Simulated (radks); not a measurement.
# Rb³⁺ in [Ar] 3d10 4s2 4p4: an all-electron calculation

The task here is to estimate one member of a computed series from the others.

The numbers are computed with radks (a radial shooting solver on a logarithmic mesh, Libxc functionals) version 1 (Dirac Kohn-Sham, exchange-only PBE, spin-unpolarised, spherical densities, finite nucleus; open shells are shared between the two j in proportion to 2j + 1), except any that are marked as measured or tabulated.

**The system**

* element: rubidium (Z = 37)
* charge: +3
* electrons: 34
* configuration: [Ar] 3d10 4s2 4p4
* nuclear rms radius: 4.2036 fm

Outer shells as boxes (Hund's rule):

Rb³⁺
```
[Ar] core
3d [↑↓][↑↓][↑↓][↑↓][↑↓]
4s [↑↓]
4p [↑↓][↑ ][↑ ]
```

Set-up of the first run:

Input:

```text
Z 37
configuration [Ar] 3d10 4s2 4p4
relativity Dirac
functional pbe,
spin unpolarised
j_filling average
nucleus finite rms 4.2036 fm
c 137.035999084
```

Among the steps run: Self-consistent calculation.

One of the session's tables, all rows but one given; the rest of the session is left out.

It belongs to the step «Orbitals and density». Sizes of the orbitals, from the radial functions (bohr):

| level | <r> | outermost maximum (interpolated) | 90 % within | nodes |
| --- | --- | --- | --- | --- |
| 1s1/2 | 0.04029 | 0.0263 | 0.0721 | 0 |
| 2s1/2 | 0.1776 | 0.150 | 0.275 | 1 |
| 2p1/2 | 0.1522 | 0.117 | 0.249 | 0 |
| 2p3/2 | 0.1563 | 0.121 | 0.255 | 0 |
| 3s1/2 | 0.5103 | 0.451 | 0.758 | 2 |
| 3p1/2 | 0.5114 | 0.440 | 0.779 | 1 |
| 3p3/2 | 0.5218 | 0.449 | 0.794 | 1 |
| 3d3/2 | 0.5219 | 0.391 | 0.850 | 0 |
| 3d5/2 | 0.5256 | 0.394 | 0.856 | 0 |
| 4s1/2 | 1.393 | 1.24 | 2.03 | 3 |
| 4p1/2 | 1.562 | 1.36 | 2.32 | 2 |
| 4p3/2 | ? | ? | ? | ? |

Estimate the missing values for 4p3/2.

The run gave: <r>: 1.590; outermost maximum (interpolated): 1.38; 90 % within: 2.36; nodes: 2. In the column «<r>» it is the highest.

Caveats from the session: Spin polarisation and multiplet splitting are left out.
